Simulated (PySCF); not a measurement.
# [WOF3]−: other functionals and bases at one geometry

An exercise on one series of results from a longer session: the logs are not shown, and one member is left open.

Program: PySCF 2.14.0. Level of theory: several levels, as the steps say, no spin–orbit coupling. These are calculated values, not measurements.

2 further runs of the same task are left out: 1 for a known fault of the program, 1 that didn't finish.

## The system as given

5 atoms, charge -1, spin multiplicity 1.

Bond lengths: W1–O2 1.731 Å, W1–F3 1.893 Å, W1–F4 1.959 Å, W1–F5 1.893 Å. Angles: O2–W1–F3 97.1°, O2–W1–F4 160.2°, O2–W1–F5 97.1°, F3–W1–F4 85.3°, F3–W1–F5 161.5°, F4–W1–F5 85.3°.

Geometry (Å):

```xyz
5

W     0.06471    0.00000    0.00355
O     1.76414    0.00000    0.33300
F    -0.12743    1.86826   -0.23218
F    -1.87065    0.00000    0.30568
F    -0.12743   -1.86826   -0.23218
```

Formal oxidation states: W +4. An earlier session relaxed this geometry at B3LYP, W def2-SVP with ECP60, O def2-SVP, F def2-SVP (singlet, point group Cs).

At B3LYP on the finer grid: E = -441.827770 Eh, HOMO -0.63 eV, LUMO 2.56 eV, Mulliken charge on W1 +0.67 e, largest force component 0.015 eV/Å. 

Levels to run: PBE; TPSSh; wB97X; HF; B3LYP, TZVP; B3LYP, x2c-SVP. Hardware: 2 threads of Arm Neoverse V2, shared host.

Set-up of the first run:

Input file run.py (the lines that set the calculation):

```python
mol = gto.M(atom='''
W      0.06471     0.00000     0.00355
O      1.76414     0.00000     0.33300
F     -0.12743     1.86826    -0.23218
F     -1.87065     0.00000     0.30568
F     -0.12743    -1.86826    -0.23218''',
    basis={'W': 'def2-SVP', 'O': 'def2-SVP', 'F': 'def2-SVP'},
    ecp={'W': 'def2-SVP'},
    charge=-1, spin=0)
mf = dft.RKS(mol, xc='PBE')
mf.grids.atom_grid = (75, 302)
mf = mf.density_fit()  # fitting sets: W def2-universal-JKFIT, O def2-universal-JKFIT, F def2-universal-JKFIT
mf.conv_tol = 1e-08; mf.max_cycle = 55
mf.kernel(dm0)  # dm0: the density of the relaxed state
```

Launch:

```console
$ OMP_NUM_THREADS=2 python run.py
```

Among the steps run: PBE; TPSSh; wB97X; HF; B3LYP, TZVP; B3LYP, x2c-SVP.

One table of the session follows, with a row left open; its other results are not shown here.

```
               level  HOMO (eV)  gap (eV)  charge on W1 (e)  dipole (D)  largest force component (eV/Å)
B3LYP (relaxed here)      -0.63      3.19              0.67        0.26                            0.01
                 PBE       0.45      1.31              0.44        0.25                            0.46
               TPSSh      -0.15      2.46              0.66        0.30                            0.24
               wB97X      -3.11      8.40              0.76        0.36                            0.78
                  HF      -4.22     10.73              1.40        0.69                            1.85
         B3LYP, TZVP          ?         ?                 ?           ?                               ?
      B3LYP, x2c-SVP      -0.86      3.08              0.56        0.31                            1.09
```

Estimate the missing values for B3LYP, TZVP.

As computed: HOMO (eV): -0.76; gap (eV): 3.16; charge on W1 (e): 1.04; dipole (D): 0.32; largest force component (eV/Å): 0.31. In the column «HOMO (eV)» it lies between B3LYP, x2c-SVP (-0.86) and B3LYP (relaxed here) (-0.63).

The dipole of a charged species depends on the origin, so these sizes hold for this origin alone.

In one basis the HOMO–LUMO gap runs from 1.31 eV (PBE) to 10.73 eV (HF). The largest leftover force, 1.85 eV/Å with HF, stands at a geometry relaxed at another level. Total energies of different levels can't be compared.
